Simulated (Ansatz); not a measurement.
# Br− with PH₃: structure and interaction energy

How do Br− and PH₃ sit together, how strongly do they interact, and which methods get it right?

Program: Ansatz 0.2.0, Gaussian basis. Level of theory: PBE0-D4 structure, single points in def2-TZVPPD. These are calculated values, not measurements.

Levels: PBE-D4, revPBE-D4, BLYP-D4, r2SCAN-D4, B97M-V, PBE0-D4, B3LYP-D4, HSE06-D4, wB97X-V, wB97M-V, B2PLYP, Hartree-Fock, MP2, CCSD, CCSD(T). The reference is CCSD(T) extrapolated to the basis limit. For elements past Ar these valence bases correlate outer-core shells poorly and lack relativity, so that limit is rough.

Cores are frozen in the correlated methods. Filled d shells of the heavier atoms are correlated. B3LYP uses VWN-RPA correlation. B2PLYP carries no dispersion term here.

163 further runs of the same task are left out: 163 set aside as unsound or not needed.

## 1. The system as given

The pair, from a GFN2-xTB docking trial: 5 atoms, charge -1, spin multiplicity 1.

Atoms are counted from 1 here; the program's logs count them from 0.

Bond lengths: P2–H3 1.388 Å, P2–H4 1.386 Å, P2–H5 1.382 Å. Angles: H3–P2–H4 91.7°, H3–P2–H5 92.0°, H4–P2–H5 92.1°.

Geometry (Å):

```xyz
5

Br    0.1430   -0.3628   -2.7524
P    -0.5675    0.1347    0.9131
H     0.3416   -0.8574    1.2533
H     0.4018    1.1188    1.0219
H    -0.3190   -0.0333   -0.4358
```

Atoms 1 to 1 are fragment A (Br−), the rest fragment B (PH₃).

## 2. A first relaxation in a small basis

The input, pre/in.yaml:

```yaml
crystal:
  periodic: [false, false, false]
  atoms:
    - {symbol: Br, position_ang: [0.143000, -0.362800, -2.752400]}
    - {symbol: P, position_ang: [-0.567500, 0.134700, 0.913100]}
    - {symbol: H, position_ang: [0.341600, -0.857400, 1.253300]}
    - {symbol: H, position_ang: [0.401800, 1.118800, 1.021900]}
    - {symbol: H, position_ang: [-0.319000, -0.033300, -0.435800]}
basis:
  gaussian: {orbitals: def2-SVPD}
total_charge: -1
hamiltonian: {xc: pbe, dispersion: d4}
relax: {f_tol: 0.03, max_steps: 250}
```

On the command line:

```sh
$ ansatz run in.yaml --threads 2 --pin off --events-out ev --progress --plain --max-ram 5222MiB
```

After this run come: Relaxation at PBE0-D4; wB97X-V/def2-TZVPPD; wB97M-V/def2-TZVPPD; B2PLYP/def2-TZVPPD; B97M-V/def2-TZVPPD; CCSD(T)/def2-TZVPPD; MP2/def2-QZVPPD; Hartree-Fock/STO-3G; SPW92/def2-SVP; wB97M-V/def2-SVP; CCSD(T)/def2-SVP; Vibrations of the pair.

Q: Predict the outcome of this session. Wanted: interaction energy, CCSD(T)/CBS; of it Hartree-Fock; D4 term of PBE0-D4; shortest contact; lowest wavenumber.

As calculated:

| quantity | value |
| --- | --- |
| interaction energy, CCSD(T)/CBS | -5.63 kcal/mol |
| of it Hartree-Fock (basis limit) | -1.41 kcal/mol |
| D4 term of PBE0-D4 | -0.82 kcal/mol |
| shortest contact | Br1–H5 2.49 Å |
| lowest wavenumber | 91 cm⁻¹ |

In words: The pair is bound by 5.63 kcal/mol at fixed fragment shapes. Hartree-Fock gives 25 % of it, so correlation, mostly dispersion, leads. Among the functionals B3LYP-D4 lands nearest to CCSD(T)/CBS (-0.16 kcal/mol) and PBE-D4 farthest (-1.66 kcal/mol). Mean unsigned error by rung: GGA 1.01, meta-GGA 0.43, hybrid 0.55, screened hybrid 1.01, range-separated hybrid 0.45, double hybrid 1.05 kcal/mol. PBE-D4 gives an interaction energy 1.66 kcal/mol too low, an error of 30 % of the reference. CCSD(T) moves by -0.95 kcal/mol from triple zeta to the limit; gaps between functionals far smaller than that don't rank them. A lower arrangement may exist.
